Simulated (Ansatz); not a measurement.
Geometry optimisation, DFT PBE, scalar-relativistic, plane waves, PAW in Ansatz.

The input (input.yaml):

```yaml
crystal:
  lattice:
    - [10.452452, 0.0, 0.0]
    - [5.226226, 9.052089, 0.0]
    - [0.0, 0.0, 20.467593]
  atoms:
    - { symbol: K, position: [0.0, 0.50000002, 0.20522183] }
    - { symbol: K, position: [0.16666667, 0.16666667, 0.10097909] }
    - { symbol: S, position: [0.0, 0.0, 0.04885772] }
    - { symbol: K, position: [0.0, 0.0, 0.20522183] }
    - { symbol: K, position: [0.16666668, 0.66666669, 0.10097909] }
    - { symbol: S, position: [0.0, 0.50000002, 0.04885772] }
    - { symbol: K, position: [0.50000002, 0.50000002, 0.20522183] }
    - { symbol: K, position: [0.6666667, 0.16666667, 0.10097909] }
    - { symbol: S, position: [0.50000002, 0.0, 0.04885772] }
    - { symbol: K, position: [0.50000002, 0.0, 0.20522183] }
    - { symbol: K, position: [0.6666667, 0.66666669, 0.10097909] }
    - { symbol: S, position: [0.50000002, 0.50000002, 0.04885772] }
    - { symbol: K, position: [0.6666667, 0.16666667, 0.4137073] }
    - { symbol: K, position: [0.83333337, 0.83333337, 0.30946457] }
    - { symbol: S, position: [0.6666667, 0.66666669, 0.2573432] }
    - { symbol: K, position: [0.6666667, 0.66666669, 0.4137073] }
    - { symbol: K, position: [0.83333337, 0.33333335, 0.30946457] }
    - { symbol: S, position: [0.6666667, 0.16666667, 0.2573432] }
    - { symbol: K, position: [0.16666667, 0.16666667, 0.4137073] }
    - { symbol: K, position: [0.33333335, 0.83333337, 0.30946457] }
    - { symbol: S, position: [0.16666668, 0.66666669, 0.2573432] }
    - { symbol: K, position: [0.16666668, 0.66666669, 0.4137073] }
    - { symbol: K, position: [0.33333335, 0.33333335, 0.30946457] }
    - { symbol: S, position: [0.16666667, 0.16666667, 0.2573432] }
    - { symbol: F, position: [0.33333335, 0.83333337, 0.44399909] }
    - { symbol: H, position: [0.42639931, 0.7976212, 0.46354218] }
basis:
  ecutwfc: 420.0
kpoints:
  mp_grid: { grid: [1, 1, 1] }
hamiltonian:
  xc: pbe
scf:
  occupations: { method: gaussian, width: 0.02 }
  lower_state_search: "off"
relax:
  f_tol: 0.03
  max_steps: 60
  adjacent_minimum: "off"
  constraints: [{ sites: [1, 2, 4, 5, 7, 8, 10, 11] }]
```

Command:

```bash
$ ansatz run input.yaml --threads 4 --pin off --max-ram 10240MiB --backend cpu --events-out ev --progress --plain --runs-dir out
```

**Question.** Where does it end, and by what steps?

**Answer.** The run converged. The force dipped under the threshold on the way, but the program's further checks kept it going. Limits of this set-up: coarse k mesh, thin slab, slab without dipole correction, no dispersion correction for a molecule that may bind weakly. After 12 steps the energy has fallen by 1.477 eV; F25 moved furthest, 1.08 Å. Parted: K16–H26.

```
step  energy less start (eV)  largest force component (eV/Å)  accepted
   0                  0.0000                           1.991       yes
   1                 -1.0284                           0.714       yes
   2                 -1.3531                           0.450       yes
   3                 -1.4164                           0.342       yes
   4                 -1.4406                           0.322       yes
   5                 -1.4558                           0.177       yes
   6                 -1.4602                           0.413       yes
   7                 -1.4682                           0.165       yes
   8                 -1.4736                           0.066       yes
   9                 -1.4749                           0.088       yes
  10                 -1.4759                           0.034       yes
  11                 -1.4766                           0.005       yes
  12                 -1.4768                           0.007       yes
```

```xyz
26
Lattice="10.4525 0.0000 0.0000 5.2262 9.0521 0.0000 0.0000 0.0000 20.4676" Properties=species:S:1:pos:R:3
K 2.601 4.531 4.077
K 2.613 1.509 2.067
S 0.000 0.000 1.000
K 0.053 -0.026 4.088
K 5.226 6.035 2.067
S 2.613 4.526 1.000
K 7.853 4.577 4.087
K 7.839 1.509 2.067
S 5.226 0.000 1.000
K 5.185 -0.035 4.087
K 10.452 6.035 2.067
S 7.839 4.526 1.000
K 7.724 1.562 8.698
K 13.075 7.552 6.010
S 10.469 6.025 5.623
K 10.568 5.980 8.702
K 10.450 3.008 6.032
S 7.833 1.515 5.674
K 2.645 1.506 8.704
K 7.861 7.530 6.242
S 5.241 6.048 5.636
K 5.240 6.014 8.698
K 5.213 3.026 5.965
S 2.609 1.492 5.642
F 6.947 8.057 9.403
H 7.802 7.571 9.585
```

Run time: 3.2 min on 4 threads of Arm Neoverse V2, with other jobs on the host, peak memory 1.4 GiB.
